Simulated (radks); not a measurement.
**Sm with its nuclear charge varied continuously**

What is the energy between the elements? 62 electrons are held in [Xe] 4f6 6s2 while Z is changed in small steps.

Method: scalar-relativistic Kohn-Sham, PBE, spin-polarised, spherical densities, finite nucleus; open shells are filled with parallel spins first. Code: radks (a radial shooting solver on a logarithmic mesh, Libxc functionals) version 1.

### Step 1. Starting point

* element: samarium (Z = 62)
* charge: 0
* electrons: 62
* configuration: [Xe] 4f6 6s2
* nuclear rms radius: 5.0819 fm

The outer shells:

Sm
```
[Xe] core
4f [↑ ][↑ ][↑ ][↑ ][↑ ][↑ ][  ]
6s [↑↓]
```

### Step 2. Z = 62

Input:

```text
Z 62
configuration [Xe] 4f6 6s2
relativity scalar-relativistic
functional pbe,pbe
spin polarised
nucleus finite rms 5.0819 fm
c 137.035999084
```

### Step 3. Z = 61.8

Changes since step 2:

```diff
@@ -1,2 +1,2 @@
-Z 62
+Z 61.8
 configuration [Xe] 4f6 6s2
```

### Step 4. Z = 62.2

Changes since step 3:

```diff
@@ -1,2 +1,2 @@
-Z 61.8
+Z 62.2
 configuration [Xe] 4f6 6s2
```

### Step 5. Z = 62.4

Changes since step 4:

```diff
@@ -1,2 +1,2 @@
-Z 62.2
+Z 62.4
 configuration [Xe] 4f6 6s2
```

### Step 6. Z = 62.6

Changes since step 5:

```diff
@@ -1,2 +1,2 @@
-Z 62.4
+Z 62.6
 configuration [Xe] 4f6 6s2
```

### Step 7. Z = 62.8

Changes since step 6:

```diff
@@ -1,2 +1,2 @@
-Z 62.6
+Z 62.8
 configuration [Xe] 4f6 6s2
```

### Step 8. Z = 63

Changes since step 7:

```diff
@@ -1,2 +1,2 @@
-Z 62.8
+Z 63
 configuration [Xe] 4f6 6s2
```

What does the calculation give? Wanted: for each run, Z; E; E(electron-nucleus)/Z; highest level; its energy; <r>.

The runs gave:

| Z | E (hartree) | E(electron-nucleus)/Z (hartree) | highest level | its energy (eV) | <r> (bohr) |
| --- | --- | --- | --- | --- | --- |
| 61.8 | -10344.6243 | -407.488 | 4f up | -1.273 | 1.032 |
| 62 | -10426.7492 | -409.410 | 6s down | -3.433 | 4.419 |
| 62.2 | -10509.2633 | -411.329 | 6s down | -4.584 | 4.216 |
| 62.4 | -10592.1662 | -413.246 | 6s down | -5.813 | 4.042 |
| 62.6 | -10675.4575 | -415.161 | 6s down | -7.114 | 3.890 |
| 62.8 | -10759.1373 | -417.076 | 6s down | -8.483 | 3.755 |
| 63 | -10843.2053 | -418.991 | 6s down | -9.915 | 3.635 |

At Z = 62 the central difference of E is -411.597 hartree, against -409.410 from the Hellmann-Feynman theorem; the scalar-relativistic energy here is not variational, so the two differ by a part that grows with Z. The top level goes from -1.273 eV at Z = 61.8 to -9.915 eV at Z = 63. Between Z = 61.8 and 62 the top level changes from 4f up to 6s down, so the curve of the top level has a kink there, while E(Z) stays smooth.
